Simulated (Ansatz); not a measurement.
# AlBrClH₂N: a ladder of functionals and wavefunction methods

An exercise on one series of results from a longer session: the logs are not shown, and one member is left open.

Program: Ansatz 0.2.0, Gaussian basis. Level of theory: functionals in def2-TZVPP, the program's frozen cores in correlated methods. These are calculated values, not measurements.

Levels to be run: LDA (SPW92), PBE-D4, revPBE-D4, BLYP-D4, r2SCAN-D4, B97M-V, PBE0-D4, B3LYP-D4, r2SCANh-D4, r2SCAN0-D4, HSE06-D4, BHLYP-D4, CAM-B3LYP-D4, LC-ωPBE, ωB97X-V, ωB97M-V, B2PLYP, PBE-QIDH; CCSD(T)/def2-SVP; CCSD(T)/def2-TZVPP; CCSD(T)/def2-QZVPP; extrapolation to the limit.

## The relaxed structure

The geometry comes from an earlier relaxation with PBE0-D4 in a triple-zeta def2 set; it is a stationary point.

6 atoms, charge 0, spin multiplicity 1.

Atoms are counted from 1 here; the program's logs count them from 0.

Bond lengths: N1–Al2 1.747 Å, N1–H5 1.007 Å, N1–H6 1.006 Å, Al2–Cl3 2.083 Å, Al2–Br4 2.240 Å. Angles: Al2–N1–H5 124.4°, Al2–N1–H6 124.3°, H5–N1–H6 111.3°, N1–Al2–Cl3 119.9°, N1–Al2–Br4 120.0°, Cl3–Al2–Br4 120.1°.

Set-up of the first run:

The input, in.yaml:

```yaml
crystal:
  periodic: [false, false, false]
  atoms:
    - {symbol: N, position_ang: [-0.060198, 1.030306, -0.052287]}
    - {symbol: Al, position_ang: [0.078081, -0.708395, 0.049241]}
    - {symbol: Cl, position_ang: [1.403943, -1.566664, 1.407072]}
    - {symbol: Br, position_ang: [-1.168974, -2.010925, -1.279060]}
    - {symbol: H, position_ang: [0.466841, 1.676676, 0.511361]}
    - {symbol: H, position_ang: [-0.677492, 1.514902, -0.682427]}
basis:
  gaussian: {orbitals: def2-TZVPP}
hamiltonian: {xc: lda}
output: {orbitals: {seedname: orbitals}}
```

Launch:

```console
$ ansatz run in.yaml --threads 2 --pin off --events-out ev --progress --plain --max-ram 32768MiB --backend cpu
```

Among the steps run: LDA; PBE-D4 (GGA); revPBE-D4 (GGA); BLYP-D4 (GGA); r2SCAN-D4 (meta-GGA); B97M-V (meta-GGA); B3LYP-D4 (hybrid); r2SCANh-D4 (hybrid); r2SCAN0-D4 (hybrid); HSE06-D4 (hybrid); BHLYP-D4 (hybrid); CAM-B3LYP-D4 (range-separated); LC-ωPBE (range-separated); ωB97X-V (range-separated); ωB97M-V (range-separated); B2PLYP (double hybrid); PBE-QIDH (double hybrid).

One table of the session follows, with a row left open; its other results are not shown here.

It belongs to the step «Orbital energies across the functionals». 

| functional | HOMO (eV) | gap (eV) |
| --- | --- | --- |
| LDA (SPW92) | -6.79 | 4.99 |
| PBE-D4 | -6.59 | 5.06 |
| revPBE-D4 | -6.52 | 5.12 |
| BLYP-D4 | -6.45 | 4.98 |
| r2SCAN-D4 | -6.91 | 5.83 |
| B97M-V | -6.92 | 5.69 |
| PBE0-D4 | -8.01 | 7.31 |
| B3LYP-D4 | -7.75 | 6.78 |
| r2SCANh-D4 | -7.43 | 6.62 |
| r2SCAN0-D4 | -8.23 | 7.80 |
| HSE06-D4 | -7.60 | 6.53 |
| BHLYP-D4 | -9.31 | 9.40 |
| CAM-B3LYP-D4 | -9.46 | 9.67 |
| LC-ωPBE | -10.92 | 12.40 |
| ωB97X-V | ? | ? |
| ωB97M-V | -10.38 | 11.34 |

Estimate the missing values for ωB97X-V.

**Answer.** HOMO (eV): -10.50; gap (eV): 11.78. In the column «HOMO (eV)» it lies between LC-ωPBE (-10.92) and ωB97M-V (-10.38).
